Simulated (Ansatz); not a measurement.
# Si2W: a single-point run

Aim: a sound single-point run of Si2W. The structure is shown as the input types it.

Computed with Ansatz 0.2.0 (DFT, PBEsol, all-electron LAPW, scalar-relativistic (as first typed), unless a step's input says otherwise).

7 further runs of the same task are left out: 7 that didn't finish. Runs told in other sessions of the task aren't counted.

### Step 1. The system as given

It takes space group C2/m (No. 12, monoclinic). The conventional cell has a = 4.497 Å, b = 4.588 Å, c = 4.481 Å, α = 90.00°, β = 118.48°, γ = 90.00°. Around Si (site symmetry m) lie 5 Si at 2.57 to 2.64 Å and 5 W at 2.57 to 2.64 Å. W (site symmetry 2/m) has 10 Si at 2.57 to 2.64 Å in its first shell of neighbours.

Cell or atoms stand a little off a more symmetric structure (I4/mmm at a tolerance of 0.3 Å), so results at this geometry aren't those of that ideal crystal.

Coordinates:

```xyz
3
Lattice="-1.6615 1.5827 3.9400 1.5827 -1.6615 3.9400 1.6293 1.6293 -3.9721" Properties=species:S:1:pos:R:3 pbc="T T T"
Si   -0.0262   -0.0262    2.6240
Si   -0.0526   -0.0526    5.2560
W     0.0000    0.0000    0.0000
```

### Step 2. The calculation

File input.yaml:

```yaml
crystal:
  lattice:
    - [-1.66146, 1.58266, 3.94]
    - [1.58266, -1.66146, 3.94]
    - [1.62934, 1.62934, -3.97212]
  atoms:
    - { symbol: Si, position: [0.333, 0.333, 0.0] }
    - { symbol: Si, position: [0.667, 0.667, 0.0] }
    - { symbol: W, position: [0.0, 0.0, 0.0] }
kpoints:
  mp_grid: { grid: [18, 18, 18] }
  band_path:
    path:
      - [0.0, 0.0, 0.0]
      - [-0.5, -0.5, 0.5]
      - [-0.9255642416, -0.0744357584, 0.5]
      - [-0.0744357584, 0.0744357584, -0.5]
      - [0.0, 0.0, -0.5]
      - [0.0, 0.0, 0.0]
      - [-0.5, 0.5, 0.0]
      - [-0.5, 0.0, 0.0]
      - [0.0, 0.0, 0.0]
    npoints: 5
scf:
  occupations: { method: fermi_dirac, width: 0.03 }
hamiltonian:
  xc: pbesol
  pseudopotentials: { kind: all_electron, lapw: { basis_error: 0.0005 } }
output:
  forces: true
  stress: true
  eigenvalues: true
```

Command:

```bash
> ansatz run input.yaml --threads 1 --pin off --max-ram 4096MiB --backend cpu --events-out ev --progress --plain --runs-dir out
```

**Question.** How will this run end, and is anything wrong with its input?

The program refused the input before any cycle. It says: «memory limit exceeded: the `scf loop` phase needs 5.46 GiB against the run's memory maximum of 4.00 GiB; largest carriers: full-potential basis 2.33 GiB, full-potential states 1.93 GiB, wavefunctions 0.81 GiB ...»

The job doesn't fit into the memory allowed. It asks for 5.46 GiB, and 4.00 GiB are there.

The cure: delete hamiltonian.pseudopotentials.lapw.basis_error (the default then holds).
